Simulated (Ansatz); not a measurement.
# A workflow on CH3F2Si (SMILES C[Si](F)F)

Wanted: a series of 8 runs (UHF/STO-3G, UHF/3-21G, UHF/6-31G*) of CH3F2Si. 

The results are computed with Ansatz 0.2.0.

**1. The system as given**

CH3F2Si: 7 atoms, total charge 0, spin state doublet. SMILES: `C[Si](F)F`. The coordinates come from a PBE0-D4/def2-TZVP relaxation. The run starts from this shape.

Bond lengths: C1–Si2 1.860 Å, Si2–F3 1.598 Å, Si2–F4 1.598 Å, C1–H5 1.091 Å, C1–H6 1.091 Å, C1–H7 1.094 Å. Angles: C1–Si2–F3 108.7°, C1–Si2–F4 108.7°, F3–Si2–F4 106.1°, Si2–C1–H5 110.5°, Si2–C1–H6 110.5°, Si2–C1–H7 108.7°, H5–C1–H6 109.0°, H5–C1–H7 109.0°, H6–C1–H7 109.0°.

**2. A structure relaxation at UHF/STO-3G (start density atoms) (run 1)**

File input.yaml:

```yaml
crystal:
  periodic: [false, false, false]
  atoms:
    - {symbol: C, position_ang: [-0.274200, 0.729000, -0.218000]}
    - {symbol: Si, position_ang: [0.785100, -0.790400, -0.045500]}
    - {symbol: F, position_ang: [1.077400, -1.037600, 1.505800]}
    - {symbol: F, position_ang: [-0.050900, -2.056800, -0.546000]}
    - {symbol: H, position_ang: [-0.539200, 0.893800, -1.263500]}
    - {symbol: H, position_ang: [0.252700, 1.607700, 0.157300]}
    - {symbol: H, position_ang: [-1.189800, 0.586300, 0.364200]}
basis:
  gaussian: {orbitals: STO-3G}
relax: {f_tol: 0.002}
output: {orbitals: {seedname: orbitals}}
hamiltonian: {xc: hf}
magnetization: {spin_polarized: true, initial_magnetization: 1}
```

Launch:

```sh
$ ansatz run input.yaml --threads 1 --pin off --max-ram 3480MiB --events-out events.jsonl --progress --plain --runs-dir runs
```

Standard output:

```text
Warning: RAYON_NUM_THREADS=1 ignored (pool sized by the plan → 1); use --threads N
The last accepted step is kept in runs//last_step.txt (removed where the run ends without a failure and the disk answers)
[... 56 lines left out ...]
Total energy: -14172.75259205 eV, -520.8390511212 hartree
[... 7 lines left out ...]
Dipole moment:     0.223299     0.229773    -0.237351 e Å
```

It took 4.8 s on 1 thread of Arm Neoverse V2, shared host; peak memory 0.1 GiB.

Steps, from the record of the run:

```
step  energy from the first frame kept (eV)  largest force (eV/Å)
   1                                 0.0000                1.5410
   2                                -0.0428                0.5465
   3                                -0.0510                0.2273
   4                                -0.0462                0.5327
   5                                -0.0524                0.0479
   6                                -0.0525                0.0122
   7                                -0.0525                0.0021
```

After the run. Bond lengths: C1–Si2 1.872 Å, Si2–F3 1.618 Å, Si2–F4 1.618 Å, C1–H5 1.082 Å, C1–H6 1.082 Å, C1–H7 1.083 Å. Angles: C1–Si2–F3 107.6°, C1–Si2–F4 107.6°, F3–Si2–F4 103.2°, Si2–C1–H5 111.3°, Si2–C1–H6 111.3°, Si2–C1–H7 111.1°, H5–C1–H6 107.6°, H5–C1–H7 107.7°, H6–C1–H7 107.7°.

**3. Vibrational wavenumbers at UHF/STO-3G (start density atoms) (run 2)**

File run.yaml:

```yaml
crystal:
  periodic: [false, false, false]
  atoms:
    - {symbol: C, position_ang: [-0.271010, 0.724525, -0.217577]}
    - {symbol: Si, position_ang: [0.820209, -0.788458, -0.066286]}
    - {symbol: F, position_ang: [1.067553, -1.056511, 1.510545]}
    - {symbol: F, position_ang: [-0.055051, -2.069689, -0.526497]}
    - {symbol: H, position_ang: [-0.546503, 0.908451, -1.247695]}
    - {symbol: H, position_ang: [0.231135, 1.609468, 0.150638]}
    - {symbol: H, position_ang: [-1.185234, 0.604214, 0.351172]}
basis:
  gaussian:
    orbitals: STO-3G
magnetization:
  spin_polarized: true
  initial_magnetization: 1
hamiltonian:
  xc: hf
phonons:
  temperatures: {t_min: 298.15, t_max: 298.15, t_step: 1}
```

Launch:

```sh
$ ansatz run run.yaml --threads 1 --pin off --max-ram 3480MiB --events-out events.jsonl --progress --plain --runs-dir runs
```

Standard output:

```text
Warning: RAYON_NUM_THREADS=1 ignored (pool sized by the plan → 1); use --threads N
[... 232 lines left out ...]
Total energy: -14172.75263153 eV, -520.8390525720 hartree
[... 7 lines left out ...]
Dipole moment:     0.223299     0.229773    -0.237352 e Å
Vibrations: 76.04 263.17 313.29 365.20 800.92 948.08 950.80 1030.47 1074.72 1661.83 1843.10 1845.88 3559.94 3741.09 3750.11 cm⁻¹, zero-point energy 1.377752 eV
```

It took 13 s on 1 thread of Arm Neoverse V2, shared host; peak memory 0.079 GiB.

Runs 3 to 5 aren't shown in full; the table further down has their settings and results.

**4. Vibrational wavenumbers at UHF/3-21G (start density atoms) (run 6)**

File in.yaml:

```yaml
crystal:
  periodic: [false, false, false]
  atoms:
    - {symbol: C, position_ang: [-0.290156, 0.748913, -0.219291]}
    - {symbol: Si, position_ang: [0.789994, -0.792741, -0.048028]}
    - {symbol: F, position_ang: [1.107363, -1.093113, 1.519163]}
    - {symbol: F, position_ang: [-0.025627, -2.114725, -0.531930]}
    - {symbol: H, position_ang: [-0.544873, 0.917720, -1.259515]}
    - {symbol: H, position_ang: [0.236720, 1.621922, 0.149060]}
    - {symbol: H, position_ang: [-1.212320, 0.644023, 0.344841]}
basis:
  gaussian:
    orbitals: 3-21G.json
magnetization:
  spin_polarized: true
  initial_magnetization: 1
hamiltonian:
  xc: hf
phonons:
  temperatures: {t_min: 298.15, t_max: 298.15, t_step: 1}
```

The basis set 3-21G is read from a file made from the Basis Set Exchange's data (not shown).

Launch:

```sh
$ ansatz run in.yaml --threads 1 --pin off --max-ram 3480MiB --events-out events.jsonl --progress --plain --runs-dir runs
```

Standard output:

```text
Warning: RAYON_NUM_THREADS=1 ignored (pool sized by the plan → 1); use --threads N
[... 232 lines left out ...]
Total energy: -14277.87633512 eV, -524.7022774234 hartree
[... 7 lines left out ...]
Dipole moment:     0.080989     0.547067    -0.317217 e Å
Vibrations: 129.59 217.28 291.91 353.72 714.00 907.14 918.57 983.17 1038.22 1485.78 1621.08 1624.66 3192.38 3265.88 3277.42 cm⁻¹, zero-point energy 1.241131 eV
```

It took 16 s on 1 thread of Arm Neoverse V2, shared host; peak memory 0.1 GiB.

Run 7 isn't shown in full; the table further down has it.

**5. Vibrational wavenumbers at UHF/6-31G(d) (Cartesian functions, start density atoms) (run 8)**

File input.yaml:

```yaml
crystal:
  periodic: [false, false, false]
  atoms:
    - {symbol: C, position_ang: [-0.278375, 0.730824, -0.216831]}
    - {symbol: Si, position_ang: [0.785304, -0.801425, -0.041189]}
    - {symbol: F, position_ang: [1.088617, -1.051662, 1.501579]}
    - {symbol: F, position_ang: [-0.039450, -2.068697, -0.539741]}
    - {symbol: H, position_ang: [-0.539967, 0.902545, -1.255749]}
    - {symbol: H, position_ang: [0.242242, 1.607357, 0.154531]}
    - {symbol: H, position_ang: [-1.197272, 0.613058, 0.351700]}
basis:
  gaussian: {orbitals: "6-31G*"}
magnetization: {spin_polarized: true, initial_magnetization: 1}
hamiltonian: {xc: hf}
phonons: {temperatures: {t_min: 298.15, t_max: 298.15, t_step: 1}}
```

Launch:

```sh
$ ansatz run input.yaml --threads 1 --pin off --max-ram 3480MiB --events-out events.jsonl --progress --plain --runs-dir runs
```

Standard output:

```text
Warning: RAYON_NUM_THREADS=1 ignored (pool sized by the plan → 1); use --threads N
[... 231 lines left out ...]
Total energy: -14354.13456418 eV, -527.5047156517 hartree
[... 7 lines left out ...]
Dipole moment:     0.030332     0.409684    -0.220866 e Å
Vibrations: 132.93 221.88 293.87 354.22 705.70 855.82 864.09 944.88 1007.58 1446.37 1595.11 1598.72 3198.36 3273.94 3285.41 cm⁻¹, zero-point energy 1.226134 eV
```

Wall time 35 s (1 thread of Arm Neoverse V2, shared host); peak memory 0.14 GiB.

**6. All runs side by side**

```
run                                                  level         task  walk f tol  partner  energy (Eh)  dipole moment (D)   ⟨S²⟩  wall time
  1                       UHF/STO-3G (start density atoms)     optimise       0.002     base  -520.839051               1.92  0.755      4.8 s
  2                       UHF/STO-3G (start density atoms)  frequencies           –     base  -520.839053               1.92  0.755       13 s
  3                       UHF/STO-3G (start density atoms)       energy           –   cation  -520.615933                  –      –      0.3 s
  4                       UHF/STO-3G (start density atoms)     optimise           –   cation  -520.670992                  –      –      5.4 s
  5                        UHF/3-21G (start density atoms)     optimise       0.002     base  -524.702277               3.06  0.753      6.3 s
  6                        UHF/3-21G (start density atoms)  frequencies           –     base  -524.702277               3.06  0.753       16 s
  7  UHF/6-31G* (Cartesian functions, start density atoms)     optimise       0.002     base  -527.504716               2.24  0.753      8.7 s
  8  UHF/6-31G* (Cartesian functions, start density atoms)  frequencies           –     base  -527.504716               2.24  0.753       35 s
```

**7. Outcome**

| quantity | value |
| --- | --- |
| run 8, UHF/6-31G*: total energy | -527.50472 Eh |
| run 8, UHF/6-31G*: dipole moment | 2.24 D |
| run 8, UHF/6-31G*: ⟨S²⟩ | 0.753 |
| run 8, UHF/6-31G*: largest force on an atom | 0.001 eV/Å |
| run 8, UHF/6-31G*: lowest harmonic wavenumber | 133 cm⁻¹ |
| run 8, UHF/6-31G*: highest harmonic wavenumber | 3285 cm⁻¹ |
| run 8, UHF/6-31G*: zero-point energy | 118.3 kJ/mol |
| vertical ionisation energy (to the singlet cation) | 6.071 eV |
| adiabatic ionisation energy (to the singlet cation, no zero-point term) | 4.573 eV |

In words: Removing an electron at fixed nuclei costs 6.07 eV (586 kJ/mol). Only the singlet of the ionised species was computed; a triplet could lie lower. In a minimal basis such a difference can be off by several eV, whatever the method. The adiabatic ionisation energy (to the singlet cation, no zero-point term) is 4.57 eV (105 kcal/mol). In runs 1, 2, 3, 4 the basis is minimal, so the values are rough. All runs together took 90 s, the longest 35 s.
